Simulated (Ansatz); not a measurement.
# AlFH6O2Si: the cost of one run

Method: RKS PBE-D4/def2-SVP, in Ansatz 0.2.0.

1 further run of the same task is left out (it didn't finish).

## 1. The starting structure

Bond lengths: Al1–Si2 2.711 Å, Al1–O3 1.640 Å, Al1–O4 1.640 Å, Al1–H5 1.699 Å, Al1–F6 2.111 Å, Si2–H7 1.473 Å, Si2–H8 1.474 Å, Si2–H9 1.472 Å, O3–H10 0.945 Å, O4–H11 0.946 Å. Angles (14 of 18 angles, heavy atoms first): Si2–Al1–O3 106.8°, Si2–Al1–O4 108.7°, Si2–Al1–F6 78.1°, O3–Al1–O4 134.2°, O3–Al1–F6 107.2°, O4–Al1–F6 107.8°, Al1–Si2–H7 100.7°, Al1–Si2–H8 123.8°, Al1–Si2–H9 118.1°, Si2–Al1–H5 43.1°, O3–Al1–H5 112.4°, O4–Al1–H5 113.3°, H5–Al1–F6 34.9°, Al1–O3–H10 173.9°.

Structure file:

```xyz
11

Al   -0.9631   -0.4174   -0.1175
Si    1.5243    0.6547   -0.0101
O    -0.7746   -2.0242   -0.3876
O    -2.0022    0.7214   -0.6780
H     0.0858    0.1630    1.0864
F    -0.7137   -0.0996    1.9548
H     1.7810    0.8928   -1.4410
H     1.8312    1.9529    0.6172
H     2.6363   -0.2147    0.4066
H    -0.7392   -2.9642   -0.4758
H    -2.6659    1.3353   -0.9550
```

## 2. Pulling towards end A

Springs on the bonds that form and break draw the guess towards this end; the thresholds are loose.

The input, input.yaml:

```yaml
crystal:
  periodic: [false, false, false]
  atoms:
    - { symbol: Al, position_ang: [-0.9631, -0.4174, -0.1175] }
    - { symbol: Si, position_ang: [1.5243, 0.6547, -0.0101] }
    - { symbol: O, position_ang: [-0.7746, -2.0242, -0.3876] }
    - { symbol: O, position_ang: [-2.0022, 0.7214, -0.678] }
    - { symbol: H, position_ang: [0.0858, 0.163, 1.0864] }
    - { symbol: F, position_ang: [-0.7137, -0.0996, 1.9548] }
    - { symbol: H, position_ang: [1.781, 0.8928, -1.441] }
    - { symbol: H, position_ang: [1.8312, 1.9529, 0.6172] }
    - { symbol: H, position_ang: [2.6363, -0.2147, 0.4066] }
    - { symbol: H, position_ang: [-0.7392, -2.9642, -0.4758] }
    - { symbol: H, position_ang: [-2.6659, 1.3353, -0.955] }
basis:
  gaussian: { orbitals: def2-SVP }
hamiltonian:
  xc: pbe
  dispersion: d4
relax:
  f_tol: 0.15
  max_steps: 25
  restrain:
    - { distance: [0, 5], at: 3.08, k: 30.0 }
    - { distance: [4, 1], at: 2.72, k: 30.0 }
    - { distance: [0, 1], at: 2.32, k: 30.0 }
    - { distance: [4, 5], at: 0.88, k: 30.0 }
```

Command:

```
ansatz run input.yaml --threads 2 --pin off --max-ram 3072MiB --backend cpu --events-out ev --progress --plain --runs-dir out
```

Q: Estimate wall time and peak memory on 2 threads of AMD EPYC 9R45 (Zen 5), shared host.

About 14 s, with a peak of 0.17 GiB.
